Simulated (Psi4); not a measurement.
**GeH2F (SMILES [F][GeH2]) at UB3LYP/6-31G(d) (Cartesian functions)**

Aim: the vertical doublet–quartet gap of GeH2F at UB3LYP/6-31G* (Cartesian functions), from 2 runs. 

Program for the calculation: Psi4 1.11.

2 further runs of the same task are left out: 2 set aside as unsound or not needed.

### Step 1. Starting point

GeH2F has 4 atoms, charge 0, and is taken as a doublet. As SMILES, `[F][GeH2]`. The shape is that of a PBE0-D4/def2-TZVP optimisation.

Bond lengths: F1–Ge2 1.745 Å, Ge2–H3 1.549 Å, Ge2–H4 1.549 Å. Angles: F1–Ge2–H3 105.4°, F1–Ge2–H4 105.4°, H3–Ge2–H4 113.3°.

### Step 2. Energy and gradient at UB3LYP/6-31G(d) (Cartesian functions)

input.in reads:

```
memory 1600 mb

molecule mol {
  0 2
  F      0.138200    -0.585400     1.442000
  Ge     0.305700    -0.223200    -0.257100
  H     -1.078800    -0.527800    -0.882000
  H      0.690400     1.276000    -0.323100
  symmetry c1
}

set {
  basis 6-31G*
  reference uks
  puream false
  e_convergence 1e-09
  d_convergence 1e-08
  scf_type pk
  dft_radial_points 99
  dft_spherical_points 590
  maxiter 200
}

result, w = gradient('b3lyp', return_wfn=True)
print_variables()
```

Command:

```bash
psi4 input.in input.out -n 1
```

input.out:

```text
[...]
  Running in c1 symmetry.
[...]
  Nuclear repulsion =  113.015982835607062
[...]
  Multiplicity = 2
[...]
  Nalpha       = 22
  Nbeta        = 21
[...]
    Number of basis functions: 54
[...]
   @UKS iter   1: -2176.32500852410249   -2.03738e+00   5.33717e-02 ADIIS/DIIS
[...]
   @UKS iter  12: -2177.78628356323316   -3.63798e-12   4.88894e-09 DIIS
[...]
   @S^2 Observed:                7.511690746E-01
[...]
    Orbital Energies [Eh]
    ---------------------
    Alpha Occupied:
       1A   -398.784330     2A    -49.839963     3A    -44.365631
       4A    -44.364410     5A    -44.363672     6A    -24.666416
       7A     -6.266183     8A     -4.438576     9A     -4.436909
      10A     -4.433927    11A     -1.253629    12A     -1.240523
      13A     -1.239216    14A     -1.237298    15A     -1.237168
      16A     -1.126331    17A     -0.565847    18A     -0.423398
      19A     -0.412451    20A     -0.397484    21A     -0.345613
      22A     -0.230913
    Alpha Virtual:
      23A     -0.011827    24A      0.051309    25A      0.074070
[...]
  @UKS Final Energy: -2177.78628356323316
   => Energetics <=
    Nuclear Repulsion Energy =            113.0159828356070619
    One-Electron Energy =               -3259.4359416198185500
    Two-Electron Energy =                1041.2718171699739287
    DFT Exchange-Correlation Energy =     -72.6381419489959796
    Empirical Dispersion Energy =           0.0000000000000000
    VV10 Nonlocal Energy =                  0.0000000000000000
    Total Energy =                      -2177.7862835632331553
[...]
 Multipole Moments:
 ------------------------------------------------------------------------------------
     Multipole            Electronic (a.u.)      Nuclear  (a.u.)        Total (a.u.)
 ------------------------------------------------------------------------------------
 L = 1.  Multiply by 2.5417464519 to convert [e a0] to [Debye]
 Dipole X            :          1.1920984           -1.1518731            0.0402253
 Dipole Y            :         -0.7694834            0.9567052            0.1872218
 Dipole Z            :         -1.2895466            0.5581968           -0.7313498
 Magnitude           :                                                    0.7560044
[...]
  -Total Gradient:
     Atom            X                  Y                   Z
    ------   -----------------  -----------------  -----------------
       1        0.000219538571     0.001266973135    -0.004788452181
       2       -0.004102739637     0.003660665234     0.001245385972
       3        0.004276319959    -0.000076673311     0.002508263341
       4       -0.000393410280    -0.004850392436     0.001033884237
[...]
```

Run time: 8.7 s. Hardware: 1 thread of Intel Xeon 6975P-C (Granite Rapids), shared host; peak memory 0.52 GiB.

### Step 3. The quartet: a single-point energy at UB3LYP/6-31G(d) (Cartesian functions)

fgeh2.inp reads:

```
memory 1600 MB

molecule system {
  0 4
  F      0.138200    -0.585400     1.442000
  Ge     0.305700    -0.223200    -0.257100
  H     -1.078800    -0.527800    -0.882000
  H      0.690400     1.276000    -0.323100
  symmetry c1
  no_reorient
  no_com
}

set reference uks
set puream false
set e_convergence 1e-09
set d_convergence 1e-08
set scf_type pk
set dft_radial_points 99
set dft_spherical_points 590
set maxiter 200

E, wfn = energy('b3lyp/6-31G*', return_wfn=True)
oeprop(wfn, 'WIBERG_LOWDIN_INDICES', 'MAYER_INDICES', 'LOWDIN_CHARGES', title='B3LYP')
print_variables()
```

Command:

```bash
psi4 -i fgeh2.inp -o fgeh2.out -n 1
```

fgeh2.out:

```text
[...]
  Running in c1 symmetry.
[...]
  Nuclear repulsion =  113.015982835607062
[...]
  Multiplicity = 4
[...]
  Nalpha       = 23
  Nbeta        = 20
[...]
    Number of basis functions: 54
[...]
   @UKS iter   1: -2175.91998017148308   -1.63235e+00   5.43321e-02 ADIIS/DIIS
[...]
   @UKS iter  16: -2177.52169335967255    0.00000e+00   7.84376e-09 DIIS
[...]
   @S^2 Observed:                3.757877902E+00
[...]
    Orbital Energies [Eh]
    ---------------------
    Alpha Occupied:
       1A   -398.795907     2A    -49.852376     3A    -44.377512
       4A    -44.377347     5A    -44.376022     6A    -24.738979
       7A     -6.279646     8A     -4.451948     9A     -4.450689
      10A     -4.447246    11A     -1.274060    12A     -1.257175
      13A     -1.254441    14A     -1.251436    15A     -1.250125
      16A     -1.188823    17A     -0.616930    18A     -0.493425
      19A     -0.485563    20A     -0.451409    21A     -0.428162
      22A     -0.255833    23A     -0.088224
    Alpha Virtual:
      24A      0.012161    25A      0.042494    26A      0.077849
[...]
  @UKS Final Energy: -2177.52169335967255
   => Energetics <=
    Nuclear Repulsion Energy =            113.0159828356070619
    One-Electron Energy =               -3258.2051280981522723
    Two-Electron Energy =                1040.2248044362486326
    DFT Exchange-Correlation Energy =     -72.5573525333768288
    Empirical Dispersion Energy =           0.0000000000000000
    VV10 Nonlocal Energy =                  0.0000000000000000
    Total Energy =                      -2177.5216933596730087
[...]
 Multipole Moments:
 ------------------------------------------------------------------------------------
     Multipole            Electronic (a.u.)      Nuclear  (a.u.)        Total (a.u.)
 ------------------------------------------------------------------------------------
 L = 1.  Multiply by 2.5417464519 to convert [e a0] to [Debye]
 Dipole X            :        -20.4173954           20.1025286           -0.3148668
 Dipole Y            :         22.4290387          -22.0394979            0.3895408
 Dipole Z            :         -6.9611055            6.7004019           -0.2607036
 Magnitude           :                                                    0.5646676
[...]
```

Run time: 9.6 s. Hardware: 1 thread of Intel Xeon 6975P-C (Granite Rapids), shared host; peak memory 0.53 GiB.

### Step 4. Summary of results

Level: UB3LYP/6-31G* (Cartesian functions).

| quantity | value |
| --- | --- |
| doublet: total energy | -2177.78628 Eh |
| doublet: dipole moment | 1.92 D |
| doublet: HOMO energy (highest over α and β) | -6.28 eV |
| doublet: LUMO energy (lowest over α and β) | -3.46 eV |
| doublet: ⟨S²⟩ | 0.751 |
| doublet: largest force on an atom | 0.290 eV/Å |
| quartet: total energy | -2177.52169 Eh |
| quartet: dipole moment | 1.44 D |
| quartet: HOMO energy (highest over α and β) | -2.40 eV |
| quartet: ⟨S²⟩ | 3.758 |
| vertical energy of the quartet above the doublet | 7.200 eV |

In words: At this shape the quartet lies 7.20 eV (695 kJ/mol) above the doublet. The largest force (doublet) is 0.29 eV/Å: the shape isn't a stationary point for this species at this level.
